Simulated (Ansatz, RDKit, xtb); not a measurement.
**Ge2SiH8O: ranking a sample of isomers**

Which of a sample of isomers of Ge2SiH8O is the most stable in the gas at 298.15 K, and what are its properties? The sample is small against all isomers, and the most stable one of this formula need not be in it.

Plan: many cheap relaxations first (GFN2-xTB), then density-functional screening, relaxation at r2SCAN-D4/def2-SVP, vibrations (at GFN2-xTB) and a final energy. The numbers are computed, not measured.

**1. Possible bonding patterns**

Isomers were taken from a list of plausible structures; this is a sample, not all of them. That gives 4 candidates.

| label | SMILES | spin |
| --- | --- | --- |
| c048 | [OH][GeH2][SiH2][GeH3] | singlet |
| c503 | [OH][Ge@@H]([SiH3])[GeH3] | singlet |
| c537 | O[SiH2][GeH2][GeH3] | singlet |
| c939 | O[SiH]([GeH3])[GeH3] | singlet |

Candidates are built by distance geometry, with a force field where one applies, in up to four conformers (letters a to d).

Q: Predict the outcome of this search (final energies at CCSD(T)/def2-SVP + MP2/def2-TZVPP - MP2/def2-SVP).

| quantity | value |
| --- | --- |
| lowest structure found | O[SiH2][GeH2][GeH3], singlet |
| next finalist | O[SiH]([GeH3])[GeH3], singlet, 5.2 kcal/mol higher in G |
| share at equilibrium, among the finalists | 100.0 % |

The lowest structure found is `O[SiH2][GeH2][GeH3]`. The margin of 5.2 kcal/mol over the next finalist is beyond the usual error of the last level; it says nothing of structures that weren't ranked. GFN2-xTB, HF/STO-3G, r2SCAN-D4/def2-SVP, r2SCAN-D4/def2-SVP, relaxed, HF/def2-SVP and MP2/def2-SVP already put its bonding pattern lowest among the structures in one piece. 2 minima inside the window were never screened. The search is not exhaustive (a finite list of starts, one conformer a finalist), so a lower isomer can't be ruled out. Only 4 drawn patterns were tried, so whole families of isomers are missing, and the result ranks this sample alone.
